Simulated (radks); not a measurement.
**Valence configurations of Fe**

NIST gives [Ar] 3d6 4s2 as the ground configuration of Fe. Does this level of theory agree? Several fillings of the valence shells are run.

Method: Dirac Kohn-Sham, PBE, spin-unpolarised, spherical densities, finite nucleus; open shells are shared between the two j in proportion to 2j + 1. Code: radks (a radial shooting solver on a logarithmic mesh, Libxc functionals) version 1.

## 1. The system

* element: iron (Z = 26)
* charge: 0
* electrons: 26
* configuration: [Ar] 3d6 4s2
* nuclear rms radius: 3.7377 fm
* others tried: 3d5 4s2 4p1; 3d6.5 4s1.5; 3d6.5 4s1 4p0.5; 3d5.5 4s2 4p0.5; 3d7 4s1; 3d4 4s2 4p2; 3d4 4s1 4p3; 3d7 4s0.5 4p0.5; 3d3 4s1 4p4

Outer shells as boxes (Hund's rule):

Fe
```
[Ar] core
3d [↑↓][↑ ][↑ ][↑ ][↑ ]
4s [↑↓]
```

## 2. [Ar] 3d6 4s2

The run's settings:

```text
Z 26
configuration [Ar] 3d6 4s2
relativity Dirac
functional pbe,pbe
spin unpolarised
j_filling average
nucleus finite rms 3.7377 fm
c 137.035999084
```

## 3. [Ar] 3d5 4s2 4p1

Changes since step 2:

```diff
@@ -1,3 +1,3 @@
 Z 26
-configuration [Ar] 3d6 4s2
+configuration [Ar] 3d5 4s2 4p1
 relativity Dirac
```

## 4. [Ar] 3d6.5 4s1.5

Changes since step 3:

```diff
@@ -1,3 +1,3 @@
 Z 26
-configuration [Ar] 3d5 4s2 4p1
+configuration [Ar] 3d6.5 4s1.5
 relativity Dirac
```

## 5. [Ar] 3d6.5 4s1 4p0.5

Changes since step 4:

```diff
@@ -1,3 +1,3 @@
 Z 26
-configuration [Ar] 3d6.5 4s1.5
+configuration [Ar] 3d6.5 4s1 4p0.5
 relativity Dirac
```

## 6. [Ar] 3d5.5 4s2 4p0.5

Changes since step 5:

```diff
@@ -1,3 +1,3 @@
 Z 26
-configuration [Ar] 3d6.5 4s1 4p0.5
+configuration [Ar] 3d5.5 4s2 4p0.5
 relativity Dirac
```

## 7. [Ar] 3d7 4s1

Changes since step 6:

```diff
@@ -1,3 +1,3 @@
 Z 26
-configuration [Ar] 3d5.5 4s2 4p0.5
+configuration [Ar] 3d7 4s1
 relativity Dirac
```

## 8. [Ar] 3d4 4s2 4p2

Changes since step 7:

```diff
@@ -1,3 +1,3 @@
 Z 26
-configuration [Ar] 3d7 4s1
+configuration [Ar] 3d4 4s2 4p2
 relativity Dirac
```

## 9. [Ar] 3d4 4s1 4p3

Changes since step 8:

```diff
@@ -1,3 +1,3 @@
 Z 26
-configuration [Ar] 3d4 4s2 4p2
+configuration [Ar] 3d4 4s1 4p3
 relativity Dirac
```

## 10. [Ar] 3d7 4s0.5 4p0.5

Changes since step 9:

```diff
@@ -1,3 +1,3 @@
 Z 26
-configuration [Ar] 3d4 4s1 4p3
+configuration [Ar] 3d7 4s0.5 4p0.5
 relativity Dirac
```

## 11. [Ar] 3d3 4s1 4p4

Changes since step 10:

```diff
@@ -1,3 +1,3 @@
 Z 26
-configuration [Ar] 3d7 4s0.5 4p0.5
+configuration [Ar] 3d3 4s1 4p4
 relativity Dirac
```

Before running it: what results should come out? Wanted: for each run, valence; E − E(NIST configuration); highest level; its energy; 1s shift.

As calculated:

```
        valence  E − E(NIST configuration) (eV)  highest level  its energy (eV)  1s shift (eV)
        3d7 4s1                          -0.791          3d5/2           -3.761          +4.45
    3d6.5 4s1.5                          -0.727          4s1/2           -4.739          +2.45
        3d6 4s2                           0.000          4s1/2           -5.292          +0.00
3d7 4s0.5 4p0.5                           0.937          4p3/2           -1.327          +3.56
3d6.5 4s1 4p0.5                           1.139          4p3/2           -1.514          +1.53
3d5.5 4s2 4p0.5                           3.709          4p3/2           -1.989          -3.77
    3d5 4s2 4p1                           8.746          4p3/2           -2.603          -7.82
    3d4 4s2 4p2                          23.233          4p3/2           -3.755         -16.76
    3d4 4s1 4p3                          28.989          4p3/2           -4.282         -18.14
    3d3 4s1 4p4                          50.704          4p3/2           -5.331         -27.97
```

Theory disagrees with NIST here: 3d7 4s1 comes out 0.791 eV lower. The energies are those of spherical spin-averaged densities, not of single terms. The 1s eigenvalue shifts by up to 27.97 eV as the valence charge is rearranged.
